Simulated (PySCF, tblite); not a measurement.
**H₁₄N₃PSi₄, a small molecule taken as a stand-in for a surface group (nitrogen-backed Si): NMR shifts, core binding energies and electronic excitations**

Aim: the NMR shifts, core binding energies and electronic excitations of `[SiH3]N[Si](P)(N[SiH3])N[SiH3]`.

Programs: tblite 0.8.0 and PySCF 2.14.0. All values are calculated, for the isolated system unless a continuum is named. Atoms count from 0, parts from 1.

### 1 The system as given

22 atoms, charge 0, multiplicity 1; geometry: distance geometry start.

### 2 Relaxing the cluster with GFN2-xTB

Job settings and geometry (Å):

```
{"job": {"kind": "relax", "xc": "GFN2-xTB", "basis": "xTB"}, "charge": 0, "multiplicity": 1}
Si    -1.971903     3.519378    -0.727001
N     -0.371248     3.014754    -1.390157
Si     0.292073     1.445277    -0.787073
N      0.520081     1.519071     1.010085
Si    -0.447662     0.356255     1.998736
N     -0.838563     0.101807    -1.179884
Si    -0.121090    -1.583751    -1.225339
P      2.237158     1.060831    -1.704937
H     -2.899626     3.752390    -1.761714
H     -1.828010     4.711233     0.032057
H     -2.486449     2.517116     0.169036
H     -0.235665     3.208164    -2.388001
H      0.592647     2.482686     1.417795
H     -1.040912    -0.606916     1.145027
H      0.402489    -0.309087     2.921977
H     -1.459623     1.020839     2.712874
H     -1.546490     0.290868    -1.890726
H      0.446113    -1.801663    -2.490060
H      0.863487    -1.706233    -0.229713
H     -1.152575    -2.538986    -0.999760
H      3.098450     0.271614    -0.994412
H      2.789750     2.120776    -2.389456
```

Level: GFN2-xTB geometry optimisation, gas phase.

Started as:

```bash
OMP_NUM_THREADS=1 python cluster_run.py task.json out
```

This one command runs all jobs of the session in turn.

**Question.** The jobs that follow are: PBE0-D3(BJ)/def2-SVP geometry optimisation, gas phase; GIAO PBE0/pcSseg-1 NMR shielding, non-relativistic, gas phase; delta-SCF UKS SCAN, pcX-2 on the ionised atom, pcseg-1 elsewhere, spin-free X2C; TDDFT CAM-B3LYP/def2-SVPD, vertical, gas phase, core orbitals frozen in the response. Predict: point group; rotational constants (main isotopes); ¹H shifts against TMS (PBE0/pcSseg-1); ²⁹Si shifts against TMS (PBE0/pcSseg-1); ¹⁵N shifts against NH3 (PBE0/pcSseg-1); ³¹P shifts against H3PO4 (PBE0/pcSseg-1); N1s binding energies, SCAN/pcX-2; Si2p binding energies, SCAN/pcX-2 (standing for 1 of 4 atoms); P2p binding energies, SCAN/pcX-2; lowest singlet (CAM-B3LYP/def2-SVPD); brightest single state of those computed; lowest triplet; vertical ionisation energy (ΔSCF).

**Answer**, as computed:

| quantity | value |
| --- | --- |
| point group | C1 |
| rotational constants (main isotopes) | 0.87, 0.63, 0.49 GHz |
| ¹H shifts against TMS (PBE0/pcSseg-1) | 4.77, 4.73, 4.69, 4.69, 4.63, 4.60, 4.58, 4.57, 4.53, 2.00, 1.47, 0.36, 0.29, 0.12 ppm |
| ²⁹Si shifts against TMS (PBE0/pcSseg-1) | -7.9, -55.5, -56.9, -58.3 ppm |
| ¹⁵N shifts against NH3 (PBE0/pcSseg-1) | 36.0, 32.7, 31.1 ppm |
| ³¹P shifts against H3PO4 (PBE0/pcSseg-1) | -266.0 ppm |
| N1s binding energies, SCAN/pcX-2 | N5 404.03, N1 404.01, N3 403.94 eV |
| Si2p binding energies, SCAN/pcX-2 (standing for 1 of 4 atoms) | Si2 107.25 eV |
| P2p binding energies, SCAN/pcX-2 | P7 136.26 eV |
| lowest singlet (CAM-B3LYP/def2-SVPD) | 6.14 eV (202 nm), f = 0.018 |
| brightest single state of those computed | state 6, 7.16 eV, f = 0.107 |
| lowest triplet | 5.59 eV |
| vertical ionisation energy (ΔSCF) | 8.83 eV |

Over 34 steps the energy fell by 0.564 eV; of the close pairs, P7–H21 changed most, 1.366 to 1.430 Å (PBE0/def2-SVP). No frequency check was run at this level, so the end point may be a saddle. The N1s levels kept as sound span 0.10 eV, from N3 (nitrogen bonded to 2 Si, H) up to N5 (nitrogen bonded to 2 Si, H). The lowest singlet, at 6.14 eV, is HOMO→LUMO 0.81 and is weak; of the 6 states computed, the strongest absorption comes from state 6 at 7.16 eV (the last computed, so partners may be missing). The lowest triplet lies 0.55 eV below the lowest singlet (triplets in Tamm-Dancoff, singlets in full TDDFT). The orbital energy would give 8.29 eV for ionisation, ΔSCF gives 8.83 eV. A capped cluster stands for the solid here, so long-range fields and strain are missing, and bands or shifts of the capping hydrogens have no counterpart in it.
